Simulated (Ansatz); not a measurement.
# C11H14OZr: one species, many methods

An exercise on one series of results from a longer session: the logs are not shown, and one member is left open.

Program: Ansatz 0.2.0, Gaussian basis. Level of theory: functionals in def2-TZVPP, the program's frozen cores in correlated methods. These are calculated values, not measurements.

Levels to be run: LDA (SPW92), PBE-D4, revPBE-D4, BLYP-D4, r2SCAN-D4, B97M-V, PBE0-D4, B3LYP-D4, r2SCANh-D4, r2SCAN0-D4, HSE06-D4, BHLYP-D4, CAM-B3LYP-D4, LC-ωPBE, ωB97X-V, ωB97M-V, B2PLYP, PBE-QIDH; CCSD(T)/def2-SVP; CCSD(T)/def2-TZVPP; MP2/def2-QZVPP; extrapolation to the limit; RPA on PBE.

1 further run of the same task is left out (for a known fault of the program).

### The relaxed structure

The geometry comes from an earlier relaxation with PBE0-D4 in a triple-zeta def2 set; it is a stationary point, not always the lowest conformer. Zr takes the def2 core potential; no spin-orbit term is included.

SMILES `[CH3][Zr]12345678([OH])([C@H]9[C@@H]1[C@@H]2[C@@H]3[C@H]94)[C@H]1[C@@H]5[C@@H]6[C@@H]7[C@H]18`, 27 atoms, charge 0, spin multiplicity 1.

Atoms are counted from 1 here; the program's logs count them from 0.

Bond lengths: C1–Zr2 2.279 Å, C1–H14 1.095 Å, C1–H15 1.095 Å, C1–H16 1.096 Å, Zr2–O3 1.976 Å, Zr2–C4 2.550 Å, Zr2–C5 2.546 Å, Zr2–C6 2.544 Å, Zr2–C7 2.518 Å, Zr2–C8 2.541 Å, Zr2–C9 2.537 Å, Zr2–C10 2.523 Å, Zr2–C11 2.527 Å, Zr2–C12 2.546 Å, Zr2–C13 2.545 Å, O3–H17 0.956 Å, C4–C5 1.415 Å, C4–C8 1.405 Å and more. Angles: Zr2–C1–H14 115.1°, Zr2–C1–H15 109.3°, Zr2–C1–H16 109.5°, H14–C1–H15 107.6°, H14–C1–H16 107.5°, H15–C1–H16 107.6°, C1–Zr2–O3 98.7°, C1–Zr2–C4 76.9°, C1–Zr2–C5 85.3°, C1–Zr2–C6 117.1°, C1–Zr2–C7 130.4°, C1–Zr2–C8 102.6°, C1–Zr2–C9 122.8°, C1–Zr2–C10 126.9°, C1–Zr2–C11 95.9°, C1–Zr2–C12 75.1°, C1–Zr2–C13 90.7°, O3–Zr2–C4 120.1° and more.

Set-up of the first run:

Input file in.yaml:

```yaml
crystal:
  periodic: [false, false, false]
  atoms:
    - {symbol: C, position_ang: [-1.546252, -1.747739, 0.042872]}
    - {symbol: Zr, position_ang: [-0.207724, 0.073342, 0.337996]}
    - {symbol: O, position_ang: [-0.944964, 0.708502, 2.057720]}
    - {symbol: C, position_ang: [-1.419740, 0.592459, -1.844087]}
    - {symbol: C, position_ang: [-2.056071, 1.364350, -0.843983]}
    - {symbol: C, position_ang: [-1.141272, 2.326176, -0.386248]}
    - {symbol: C, position_ang: [0.073653, 2.137560, -1.076699]}
    - {symbol: C, position_ang: [-0.108750, 1.075109, -1.995533]}
    - {symbol: C, position_ang: [2.013950, -0.038971, 1.558549]}
    - {symbol: C, position_ang: [2.309783, 0.143635, 0.193822]}
    - {symbol: C, position_ang: [1.910491, -1.023136, -0.497807]}
    - {symbol: C, position_ang: [1.369945, -1.922016, 0.441694]}
    - {symbol: C, position_ang: [1.426971, -1.311977, 1.710804]}
    - {symbol: H, position_ang: [-1.342380, -2.333003, -0.859610]}
    - {symbol: H, position_ang: [-2.591257, -1.424390, -0.001420]}
    - {symbol: H, position_ang: [-1.444161, -2.420203, 0.901705]}
    - {symbol: H, position_ang: [-0.671821, 0.492997, 2.947849]}
    - {symbol: H, position_ang: [-1.862912, -0.227912, -2.387105]}
    - {symbol: H, position_ang: [-3.059321, 1.218013, -0.472530]}
    - {symbol: H, position_ang: [-1.314685, 3.033696, 0.410046]}
    - {symbol: H, position_ang: [0.970185, 2.726972, -0.953886]}
    - {symbol: H, position_ang: [0.631942, 0.699519, -2.685635]}
    - {symbol: H, position_ang: [2.184991, 0.682969, 2.343693]}
    - {symbol: H, position_ang: [2.772520, 1.015165, -0.243739]}
    - {symbol: H, position_ang: [2.008785, -1.199152, -1.558585]}
    - {symbol: H, position_ang: [0.970640, -2.900115, 0.225787]}
    - {symbol: H, position_ang: [1.067435, -1.741860, 2.634342]}
basis:
  gaussian: {orbitals: def2-TZVPP}
hamiltonian: {xc: lda}
output: {orbitals: {seedname: orbitals}}
```

Started as:

```
ansatz run in.yaml --threads 11 --pin off --events-out ev --progress --plain --max-ram 110592MiB --backend cuda --devices 0, --max-vram 75GiB
```

Steps of the session up to this table: LDA; PBE-D4 (GGA); revPBE-D4 (GGA); BLYP-D4 (GGA); r2SCAN-D4 (meta-GGA); B97M-V (meta-GGA); B3LYP-D4 (hybrid); r2SCANh-D4 (hybrid); r2SCAN0-D4 (hybrid); HSE06-D4 (hybrid); BHLYP-D4 (hybrid); CAM-B3LYP-D4 (range-separated); LC-ωPBE (range-separated); ωB97X-V (range-separated); ωB97M-V (range-separated); B2PLYP (double hybrid); PBE-QIDH (double hybrid).

One table of the session follows, with a row left open; its other results are not shown here.

It belongs to the step «Frontier levels by functional». 

```
  functional  HOMO (eV)  gap (eV)
 LDA (SPW92)      -5.74      3.98
      PBE-D4          ?         ?
   revPBE-D4      -5.49      4.10
     BLYP-D4      -5.42      4.06
   r2SCAN-D4      -5.79      4.48
      B97M-V      -5.84      4.55
     PBE0-D4      -6.67      6.09
    B3LYP-D4      -6.46      5.66
  r2SCANh-D4      -6.21      5.23
  r2SCAN0-D4      -6.80      6.32
    HSE06-D4      -6.28      5.32
    BHLYP-D4      -7.51      7.98
CAM-B3LYP-D4      -7.88      8.39
     LC-ωPBE      -9.16     10.75
     ωB97X-V      -8.82     10.35
     ωB97M-V      -8.75      9.78
```

**Question.** Estimate the row for PBE-D4.

**Answer.** HOMO (eV): -5.56; gap (eV): 4.06. In the column «HOMO (eV)» it lies between LDA (SPW92) (-5.74) and revPBE-D4 (-5.49).
